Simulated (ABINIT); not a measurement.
# Rh in ABINIT: work function with PBE

Aim: the work function of Rh with PBE.

Program: ABINIT 10.8.3 (patched build). These are calculated values, not measurements. Logs are shortened: lines on timing, memory, paths and dates and some standing lists are left out, and cuts for length are marked. The log counts tension as positive stress, the text compression.

## (1) The structure

The cell holds a slab with vacuum, 6 atoms: a = 2.689 Å, b = 2.689 Å, c = 25.979 Å, α = 90.00°, β = 90.00°, γ = 120.00°.

The slab is cut from a database's or a generator's crystal, which needn't be the stable form of the element.

## (2) Work function, PBE

run.abi

```
# Pseudopotentials
pp_dirpath "./"
pseudos "Rh.GGA_PBE-JTH.xml"

# Structure
acell 3*1.0 Angstrom
rprim
     2.6891977995     0.0000000000     0.0000000000
    -1.3445988998     2.3289136102     0.0000000000
     0.0000000000     0.0000000000    25.9786040438
ntypat 1
znucl 45
natom 6
typat 1 1 1 1 1 1
xcart
     2.5409236680     1.4670029637    14.1729459347
     0.0000000000     2.9340059275    18.3222569094
     0.0000000000     0.0000000000    22.4715678841
     2.5409236680     1.4670029637    26.6208788588
     0.0000000000     2.9340059275    30.7701898334
     0.0000000000     0.0000000000    34.9195008081
chkprim 0
chksymtnons 0
tolsym 1.0e-6

# Plane-wave basis
ecut 16.0
pawecutdg 32.0
pawxcdev 0

# k points
kptopt 1
ngkpt 11 11 1
nshiftk 1
shiftk 0.0 0.0 0.0

# Exchange and correlation
ixc 11

# Bands and occupations
nband 62
occopt 3
tsmear 0.00183747

# SCF cycle
nstep 120
tolvrs 1.0e-9

# Output
iomode 3
prtwf 0
prteig 0
prtebands 0
prtden 1
prtvha 1
prtvclmb 1
prtpot 1
```

Potentials or basis: JTH PAW PBE v2.0.

Launch:

```console
$ mpirun --bind-to none -np 4 abinit run.abi > log 2>&1
```

run.abo:

```text
.Version 10.8.3 of ABINIT
 Symmetries : space group P-3 m 1 (#164); Bravais hP (primitive hexag.)
================================================================================
 Values of the parameters that define the memory need of the present run
     intxc =       0    ionmov =       0      iscf =      17    lmnmax =      18
     lnmax =       6     mgfft =     180  mpssoang =       3    mqgrid =   12502
     natom =       6  nloc_mem =       2    nspden =       1   nspinor =       1
    nsppol =       1      nsym =      12    n1xccc =       1    ntypat =       1
    occopt =       3   xclevel =       2
       mpw =        3406          nfft =       72000          nkpt =          16
Pmy_natom=         2
 PAW method is used; the additional fine FFT grid is defined by:
   mgfftf=       256    nfftf =    186624
================================================================================
================================================================================

--------------------------------------------------------------------------------
------------- Echo of variables that govern the present computation ------------
--------------------------------------------------------------------------------
 -outvars: echo values of preprocessed input variables --------
            acell      1.8897261259E+00  1.8897261259E+00  1.8897261259E+00 Bohr
              amu      1.02905500E+02
          chkprim           0
      chksymtnons           0
             ecut      1.60000000E+01 Hartree
              ixc          11
         kptrlatt       11    0    0      0   11    0      0    0    1
          kptrlen      5.59003207E+01
            natom           6
            nband          62
            ngfft          20      20     180
          ngfftdg          27      27     256
             nkpt          16
            nstep         120
             nsym          12
           ntypat           1
           occopt           3
        pawecutdg      3.20000000E+01 Hartree
         pawxcdev           0
        prtebands           0
           prteig           0
           prtpot           1
         prtvclmb           1
           prtvha           1
            prtwf           0
            rprim      2.6891977995E+00  0.0000000000E+00  0.0000000000E+00
                      -1.3445988998E+00  2.3289136102E+00  0.0000000000E+00
                       0.0000000000E+00  0.0000000000E+00  2.5978604044E+01
          spgroup         164
           tolsym      1.00000000E-06
           tolvrs      1.00000000E-09
           tsmear      1.83747000E-03 Hartree
            typat      1  1  1  1  1  1
           useylm           1
           xangst      1.3445988993E+00  7.7630453646E-01  7.4999999949E+00
                      -4.8126565864E-10  1.5526090732E+00  9.6957208022E+00
                      -4.4793214107E-10 -2.7139324475E-10  1.1891441609E+01
                       1.3445988993E+00  7.7630453646E-01  1.4087162417E+01
                      -4.8126565864E-10  1.5526090732E+00  1.6282883224E+01
                      -4.4793214107E-10 -2.7139324475E-10  1.8478604031E+01
            xcart      2.5409236688E+00  1.4670029642E+00  1.4172945935E+01
                      -9.0946028864E-10  2.9340059289E+00  1.8322256909E+01
                      -8.4646906962E-10 -5.1285890501E-10  2.2471567884E+01
                       2.5409236688E+00  1.4670029642E+00  2.6620878859E+01
                      -9.0946028864E-10  2.9340059289E+00  3.0770189833E+01
                      -8.4646906962E-10 -5.1285890501E-10  3.4919500808E+01
             xred      6.6666666644E-01  3.3333333322E-01  2.8869911494E-01
                       3.3333333311E-01  6.6666666655E-01  3.7321946883E-01
                      -2.2483325849E-10 -1.1653212192E-10  4.5773982272E-01
                       6.6666666644E-01  3.3333333322E-01  5.4226017660E-01
                       3.3333333311E-01  6.6666666655E-01  6.2678053049E-01
                      -2.2483325849E-10 -1.1653212192E-10  7.1130088438E-01
            znucl       45.00000

================================================================================

 chkinp: Checking input parameters for consistency.

================================================================================
== DATASET  1 ==================================================================

--- !DatasetInfo
iteration_state: {dtset: 1, }
dimensions: {natom: 6, nkpt: 16, mband: 62, nsppol: 1, nspinor: 1, nspden: 1, mpw: 3406, }
cutoff_energies: {ecut:  16.0, pawecutdg:  32.0, }
electrons: {nelect:   1.02000000E+02, charge:   0.00000000E+00, occopt:   3.00000000E+00, tsmear:   1.83747000E-03, }
meta: {optdriver: 0, ionmov: 0, optcell: 0, iscf: 17, paral_kgb: 0, }
...

 Exchange-correlation functional for the present dataset will be:
  GGA: Perdew-Burke-Ernzerhof functional - ixc=11
  J.P.Perdew, K.Burke, M.Ernzerhof, PRL 77, 3865 (1996)

 Real(R)+Recip(G) space primitive vectors, cartesian coordinates (Bohr,Bohr^-1):
 R(1)=  5.0818473  0.0000000  0.0000000  G(1)=  0.1967788  0.1136103  0.0000000
 R(2)= -2.5409237  4.4010089  0.0000000  G(2)=  0.0000000  0.2272206  0.0000000
 R(3)=  0.0000000  0.0000000 49.0924468  G(3)=  0.0000000  0.0000000  0.0203697
 Unit cell volume ucvol=  1.0979651E+03 bohr^3
 Angles (23,13,12)=  9.00000000E+01  9.00000000E+01  1.20000000E+02 degrees

 Coarse grid specifications (used for wave-functions):

[... 116 lines left out ...]
    1        2.21251         14.84255162
    2        2.21251         14.86664173
    3        2.21251         14.89006564
    4        2.21251         14.89006564
    5        2.21251         14.86664173
    6        2.21251         14.84255161

================================================================================

 ----iterations are completed or convergence reached----

 Mean square residual over all n,k,spin=   16.668E-09; max=  82.665E-07
 reduced coordinates (array xred) for    6 atoms
       0.666666666442      0.333333333217      0.288699114944
       0.333333333109      0.666666666550      0.373219468831
      -0.000000000225     -0.000000000117      0.457739822717
       0.666666666442      0.333333333217      0.542260176603
       0.333333333109      0.666666666550      0.626780530489
      -0.000000000225     -0.000000000117      0.711300884376
 rms dE/dt=  9.5062E-02; max dE/dt=  2.2630E-01; dE/dt below (all hartree)
    1      -0.000000000000     -0.000000000000     -0.089205767090
    2       0.000000000000      0.000000000000      0.148861414714
    3      -0.000000000000      0.000000000000      0.226304290506
    4       0.000000000000      0.000000000000     -0.226304290506
    5       0.000000000000     -0.000000000000     -0.148861414714
    6       0.000000000000      0.000000000000      0.089205767090

 cartesian coordinates (angstrom) at end:
    1      1.34459889928540     0.77630453646194     7.49999999491547
    2     -0.00000000048127     1.55260907319527     9.69572080218682
    3     -0.00000000044793    -0.00000000027139    11.89144160943171
    4      1.34459889928540     0.77630453646194    14.08716241670307
    5     -0.00000000048127     1.55260907319527    16.28288322394796
    6     -0.00000000044793    -0.00000000027139    18.47860403121931

 cartesian forces (hartree/bohr) at end:
    1      0.00000000000000     0.00000000000000     0.00181709759745
    2     -0.00000000000000     0.00000000000000    -0.00303226717120
    3      0.00000000000000     0.00000000000000    -0.00460975782157
    4      0.00000000000000     0.00000000000000     0.00460975782157
    5     -0.00000000000000     0.00000000000000     0.00303226717120
    6     -0.00000000000000    -0.00000000000000    -0.00181709759745
 frms,max,avg= 1.9363871E-03 4.6097578E-03   0.000E+00  0.000E+00  0.000E+00 h/b

 cartesian forces (eV/Angstrom) at end:
    1      0.00000000000000     0.00000000000000     0.09343891533071
    2     -0.00000000000000     0.00000000000000    -0.15592544718969
    3      0.00000000000000     0.00000000000000    -0.23704327791085
    4      0.00000000000000     0.00000000000000     0.23704327791085
    5     -0.00000000000000     0.00000000000000     0.15592544718969
    6     -0.00000000000000    -0.00000000000000    -0.09343891533071
 frms,max,avg= 9.9573028E-02 2.3704328E-01   0.000E+00  0.000E+00  0.000E+00 e/A
 length scales=  1.889726125908  1.889726125908  1.889726125908 bohr
              =  1.000000000000  1.000000000000  1.000000000000 angstroms
 Fermi (or HOMO) energy (hartree) =   0.21158   Average Vxc (hartree)=  -0.27607
 Eigenvalues (hartree) for nkpt=  16  k points:
 kpt#   1, nband= 62, wtk=  0.00826, kpt=  0.0000  0.0000  0.0000 (reduced coord)
  -2.68765   -2.68696   -2.68557   -2.68419   -2.66912   -2.66912   -1.51786   -1.51220
  -1.50426   -1.49658   -1.49582   -1.49582   -1.49525   -1.49525   -1.49396   -1.49396
  -1.49266   -1.49266   -1.48254   -1.48243   -1.47998   -1.47998   -1.47998   -1.47998
  -0.07187   -0.04647   -0.01769   -0.01122    0.00271    0.00499    0.09286    0.09391
   0.09855    0.09855    0.10226    0.10226    0.10359    0.10584    0.10584    0.10947
   0.10947    0.12247    0.12247    0.12401    0.12401    0.12605    0.17403    0.17403
   0.17436    0.17553    0.17553    0.18541    0.18541    0.20332    0.20332    0.22104
   0.22104    0.23011    0.23061    0.23061    0.24762    0.39209
      occupation numbers for kpt#   1
   2.00000    2.00000    2.00000    2.00000    2.00000    2.00000    2.00000    2.00000
   2.00000    2.00000    2.00000    2.00000    2.00000    2.00000    2.00000    2.00000
   2.00000    2.00000    2.00000    2.00000    2.00000    2.00000    2.00000    2.00000
   2.00000    2.00000    2.00000    2.00000    2.00000    2.00000    2.00000    2.00000
   2.00000    2.00000    2.00000    2.00000    2.00000    2.00000    2.00000    2.00000
   2.00000    2.00000    2.00000    2.00000    2.00000    2.00000    2.00000    2.00000
   2.00000    2.00000    2.00000    2.00000    2.00000    1.97789    1.97789    0.01155
   0.01155    0.00008    0.00006    0.00006    0.00000    0.00000
 prteigrs : prtvol=0 or 1, do not print more k-points.

--- !EnergyTerms
iteration_state     : {dtset: 1, }
comment             : Components of total free energy in Hartree
kinetic             :  9.00573966677822E+01
hartree             :  3.04990784773912E+03
xc                  : -3.05580682028439E+01
Ewald energy        :  2.43518193893155E+03
psp_core            :  1.22731438383439E+01
local_psp           : -6.34917901182927E+03
PAW spherical_terms :  1.23859510565235E+02
internal            : -6.68457242290088E+02
'-kT*entropy'       : -2.97301517619761E-03
total_energy        : -6.68460215305264E+02
total_energy_eV     : -1.81897291087432E+04
...

--- !EnergyTermsDC
iteration_state     : {dtset: 1, }
comment             : '"Double-counting" decomposition of free energy'
band_energy         : -8.04822032312689E+01
Ewald energy        :  2.43518193893155E+03
psp_core            :  1.22731438383439E+01
xc_dc               : -3.04058414432206E+03
PAW spherical_terms :  5.15398993083138E+00
internal            : -6.68457274852610E+02
'-kT*entropy'       : -2.97301517619761E-03
total_energy_dc     : -6.68460247867786E+02
total_energy_dc_eV  : -1.81897299948145E+04
...

--- !EnergyTermsWithPAWCore
iteration_state     : {dtset: 1, }
comment             : 'Components of total free energy, including PAW core contributions'
Total energy        : -2.87062359925597E+04
Total energy DC     : -2.87062360251222E+04
Total energy (eV)   : -7.81136475261823E+05
Total energy DC (eV): -7.81136476147894E+05
...

 Cartesian components of stress tensor (hartree/bohr^3)
  sigma(1 1)=  5.85147242E-06  sigma(3 2)=  0.00000000E+00
  sigma(2 2)=  5.85147212E-06  sigma(3 1)=  0.00000000E+00
  sigma(3 3)= -7.14117062E-06  sigma(2 1)=  2.40111595E-13

-Cartesian components of stress tensor (GPa)         [Pressure= -4.4737E-02 GPa]
- sigma(1 1)=  1.72156262E-01  sigma(3 2)=  0.00000000E+00
- sigma(2 2)=  1.72156253E-01  sigma(3 1)=  0.00000000E+00
- sigma(3 3)= -2.10100493E-01  sigma(2 1)=  7.06432701E-09

== END DATASET(S) ==============================================================
================================================================================

 -outvars: echo values of variables after computation  --------
            acell      1.8897261259E+00  1.8897261259E+00  1.8897261259E+00 Bohr
           etotal     -6.6846024787E+02
            fcart      5.7401022310E-29  2.0457882912E-28  1.8170975975E-03
                      -2.2077316273E-30  1.9119516739E-30 -3.0322671712E-03
                       1.4350255578E-29  1.5295613392E-29 -4.6097578216E-03
                       1.1038658137E-30  7.6478066959E-30  4.6097578216E-03
                      -5.5193290683E-30  1.5295613392E-29  3.0322671712E-03
                      -6.5128083006E-29 -2.4472981427E-28 -1.8170975975E-03
            rprim      2.6891977995E+00  0.0000000000E+00  0.0000000000E+00
                      -1.3445988998E+00  2.3289136102E+00  0.0000000000E+00
                       0.0000000000E+00  0.0000000000E+00  2.5978604044E+01
           strten      5.8514724228E-06  5.8514721175E-06 -7.1411706176E-06
                       0.0000000000E+00  0.0000000000E+00  2.4011159456E-13
           xangst      1.3445988993E+00  7.7630453646E-01  7.4999999949E+00
                      -4.8126565864E-10  1.5526090732E+00  9.6957208022E+00
                      -4.4793214107E-10 -2.7139324475E-10  1.1891441609E+01
                       1.3445988993E+00  7.7630453646E-01  1.4087162417E+01
                      -4.8126565864E-10  1.5526090732E+00  1.6282883224E+01
                      -4.4793214107E-10 -2.7139324475E-10  1.8478604031E+01
             xred      6.6666666644E-01  3.3333333322E-01  2.8869911494E-01
                       3.3333333311E-01  6.6666666655E-01  3.7321946883E-01
                      -2.2483325849E-10 -1.1653212192E-10  4.5773982272E-01
                       6.6666666644E-01  3.3333333322E-01  5.4226017660E-01
                       3.3333333311E-01  6.6666666655E-01  6.2678053049E-01
                      -2.2483325849E-10 -1.1653212192E-10  7.1130088438E-01
 Calculation completed.
```

Run time: 2.3 min. Hardware: 4 MPI ranks of Arm Neoverse V2, shared host; peak memory 0.6 GiB.

What came out:

```yaml
Free_energy: -18189.7300 eV
Largest_force: 0.237 eV/Å
Band_gap_on_the_k_mesh: none (metal or under the smearing width)
Valence_electrons_inside_the_program's_atomic_spheres: Rh 14.84, 14.87, 14.89 (radii [1.1708] Å)
Work_function: 5.19 eV
```

Forces on the atoms (eV/Å):
```
Rh   0.000  0.000  0.093
Rh   0.000  0.000 -0.156
Rh   0.000  0.000 -0.237
Rh   0.000  0.000  0.237
Rh   0.000  0.000  0.156
Rh   0.000  0.000 -0.093
```

Levels at points of the mesh, in eV from the Fermi level:
| k point | band 48 | band 49 | band 50 | band 51 | band 52 | band 53 |
| --- | --- | --- | --- | --- | --- | --- |
| (0.00, 0.00, 0.00) | -1.02 | -1.01 | -0.98 | -0.98 | -0.71 | -0.71 |
